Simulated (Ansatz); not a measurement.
Born–Oppenheimer molecular dynamics of a periodic cell of 22 atoms, RbMnH₄Cl₃O₂ (host RbMnH4Cl3O2, host structure P-1). It goes on from the last frame of an earlier run, with new velocities.

Computed with Ansatz 0.2.0, DFT LDA, scalar-relativistic, plane waves, PAW. Settings: cutoff 420 eV, k mesh 2x1x1, fermi-dirac smearing 0.05 eV, spin collinear.

| Property | Result |
| --- | --- |
| ensemble | NVE (velocity Verlet) |
| time step | 0.75 fs |
| steps asked | 110 |
| starting velocities drawn for | 1170 K |
| seed | 663388 |

First frame:

```xyz
22
Lattice="6.6352 0.0000 0.0000 -2.7525 6.7784 0.0000 -2.7180 -1.3175 8.4642" Properties=species:S:1:pos:R:3
Rb -1.213 6.139 1.845
Rb 2.388 -0.503 6.665
Mn 4.905 1.733 2.617
Mn -3.508 3.624 6.122
H 1.119 3.151 4.350
H -0.124 1.502 4.925
H 2.372 4.210 3.949
H -1.254 0.594 5.022
H 3.334 2.334 0.412
H -1.371 2.800 6.564
H 4.657 3.070 0.531
H -2.056 2.310 8.030
Cl -1.836 3.855 3.836
Cl 3.023 1.187 4.520
Cl 1.509 6.623 1.460
Cl -0.948 -0.724 6.564
Cl 0.106 3.140 1.560
Cl 0.986 2.498 6.870
O 1.740 3.853 4.640
O -0.784 1.109 4.346
O 4.023 2.592 1.090
O -2.178 2.472 6.959
```

(1) What does the run give?

(2) What happens to the structure?

(3) How do temperature and energy run in time?

Answers

(1) All steps were run.

```json
{"steps done": "110", "time covered": "82.5 fs", "mean temperature over the second half": "1279 K", "spread of the potential energy over the second half": "10.9 meV per atom", "mean potential energy of the second half above the start": "-13.1 meV per atom"}
```

The conserved energy stayed within 0.94 meV per atom of its start (net change 0.41 meV per atom), so the integration is sound. A run of 0.083 ps of so small a system gives no equilibrium averages. No Hubbard correction was used and the magnetic state wasn't searched. Limits of this set-up: coarse k mesh.

(2) Mean squared displacements from the first frame to the last, about the centre of mass: Rb 0.15 Å², Mn 0.28 Å², H 1.52 Å², Cl 0.28 Å², O 1.15 Å². Another seed would give other details.

(3) 
```csv
time (fs),T (K),potential energy less start (eV),conserved less start (meV/atom)
0.0,1170,0.000,0.00
2.2,1034,0.385,0.76
4.5,1072,0.277,0.45
6.8,1074,0.271,0.47
9.0,1106,0.177,0.20
11.2,1067,0.293,0.61
13.5,1061,0.304,0.40
15.8,1074,0.268,0.36
18.0,1140,0.088,0.23
20.2,1121,0.139,0.32
22.5,1070,0.284,0.58
24.8,1124,0.130,0.23
27.0,1126,0.135,0.64
29.2,1223,-0.139,0.16
31.5,1099,0.205,0.59
33.8,1095,0.211,0.36
36.0,1035,0.384,0.80
38.2,1175,-0.014,0.04
40.5,1143,0.085,0.59
42.8,1134,0.110,0.53
45.0,1118,0.146,0.24
47.2,1110,0.177,0.61
49.5,1249,-0.210,0.23
51.8,1210,-0.093,0.69
54.0,1298,-0.346,0.14
56.2,1225,-0.128,0.94
58.5,1363,-0.525,-0.02
60.8,1314,-0.376,0.67
63.0,1387,-0.583,0.32
65.2,1327,-0.412,0.67
67.5,1390,-0.598,-0.01
69.8,1316,-0.384,0.59
72.0,1324,-0.407,0.56
74.2,1372,-0.545,0.20
76.5,1343,-0.463,0.31
78.8,1297,-0.334,0.52
81.0,1280,-0.285,0.58
```

Time of the run: 12 min on 1 CPU thread of a shared host.
